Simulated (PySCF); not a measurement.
# C2H2BrN (Bromoacetonitrile): the cost of one run

Programs: PySCF 2.14.0, with routines of our own; each step states its level. All values are computed. Atoms count from 0.

## (1) The system as given

6 atoms, charge 0, multiplicity 1; geometry from: GFN2-xTB.

## (2) Relaxing the molecule at PBE0-D3(BJ)/def2-SVP

What the job is given:

```
{"job": {"xc": "PBE0", "basis": "def2-SVP", "d3": "d3bj", "grid": 1, "maxiter": 30, "shake": 0.01, "kind": "geom"}, "charge": 0, "multiplicity": 1}
N      2.148610     0.309220    -0.040680
C      1.011420     0.068510    -0.024860
C     -0.404210    -0.240420    -0.004150
Br    -1.410180     1.422590     0.015730
H     -0.643780    -0.798110     0.898550
H     -0.677710    -0.791810    -0.889250
```

Started as:

```console
> OMP_NUM_THREADS=1 python heavy_run.py task.json out
```

One launch serves the whole session: the jobs run in the order shown.

**Question.** How long does this first job take on 1 thread of Arm Neoverse V1, shared host, and how much memory does it need?

About 17 s, with a peak of 0.35 GiB.
